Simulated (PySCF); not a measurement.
**BeN (quartet): the SCF solver's settings**

The same problem is solved with other solver options, one edit a run.

Program: PySCF 2.14.0. Level of theory: each script names its method and basis. These are calculated values, not measurements.

4 further runs of the same task are left out: 4 that didn't finish.

## 1. Where the work starts

BeN (quartet): 2 atoms, charge 0, spin multiplicity 4.

Bond lengths: Be1–N2 1.615 Å.

## 2. The run that the others are compared with

Contents of input.py:

```python
from pyscf import gto, dft

mol = gto.M(
    atom='Be 0 0 0; N 0 0 1.615',
    basis='ano-rcc-vdzp',
    charge=0,
    spin=3,
    verbose=4,
)
mf = dft.UKS(mol, xc='camb3lyp')
mf = mf.sfx2c1e()
mf = mf.density_fit(auxbasis='def2-universal-jkfit')
mf.kernel()
mf.dip_moment()
print('orbital energies (hartree):', [e[max(0, n-3):n+3].round(4) for e, n in zip(mf.mo_energy, mol.nelec)])
```

Launch:

```console
$ python input.py
```

The log of this run is left out.

In short: E(SCF) = -69.331192 Eh, 9 cycles, ⟨S²⟩ = 3.755, μ = 1.30 D.

The bond length is a typed value, not an optimised one. The quartet is typed in the script; nothing here shows that it is the ground state.

## 3. Initial guess 1e

Run 1 changes initial guess: minao → 1e.

Contents of input.py:

```python
from pyscf import gto, dft

mol = gto.M(
    atom='Be 0 0 0; N 0 0 1.615',
    basis='ano-rcc-vdzp',
    charge=0,
    spin=3,
    verbose=4,
)
mf = dft.UKS(mol, xc='camb3lyp')
mf = mf.sfx2c1e()
mf = mf.density_fit(auxbasis='def2-universal-jkfit')
mf.init_guess = '1e'
mf.kernel()
mf.dip_moment()
print('orbital energies (hartree):', [e[max(0, n-3):n+3].round(4) for e, n in zip(mf.mo_energy, mol.nelec)])
```

Launch:

```console
$ python input.py
```

## 4. Point-group symmetry on

Run 2 changes point-group symmetry: off → on.

Edit input.py of step 2 so:

```diff
@@ -7,2 +7,3 @@
     spin=3,
+    symmetry=True,
     verbose=4,
```

## 5. Convergence threshold 0.001 hartree

Run 3 changes convergence threshold: default → 0.001 hartree.

Edit input.py of step 2 so:

```diff
@@ -12,2 +12,3 @@
 mf = mf.density_fit(auxbasis='def2-universal-jkfit')
+mf.conv_tol = 0.001
 mf.kernel()
```

Q: Predict the outcome of this session. Wanted: for each run, E(SCF); from base; gap, α spin; SCF dipole.

The runs gave:

```csv
run,E(SCF) (hartree),from base (eV),cycles,"gap, α spin (eV)",SCF dipole (D)
base,-69.331192,0,9,8.07,1.30
initial guess 1e,-69.286614,+1.2130,12,8.06,0.66
point-group symmetry on,-69.331192,0.0000,9,8.07,1.30
convergence threshold 0.001 hartree,-69.331140,not comparable,4,8.06,1.27
```

Distance from each run's final energy (log10 hartree) by cycle:

```csv
run,cycle 1,cycle 2,cycle 3,cycle 5,cycle 8,cycle 12
base,-1.8,-2.4,-3.0,-4.6,-9.3,done
initial guess 1e,0.8,0.5,-0.3,-1.7,-4.9,-10.9
point-group symmetry on,-1.8,-2.4,-3.0,-4.6,-9.3,done
convergence threshold 0.001 hartree,-1.8,-2.4,-3.0,done,done,done
```

What this shows: No change of the SCF energy comes from point-group symmetry on. With initial guess 1e the SCF ends in another solution, 1.21 eV higher: the path to self-consistency decides the state here. Rows marked «poor choice» come from settings spoiled on purpose.
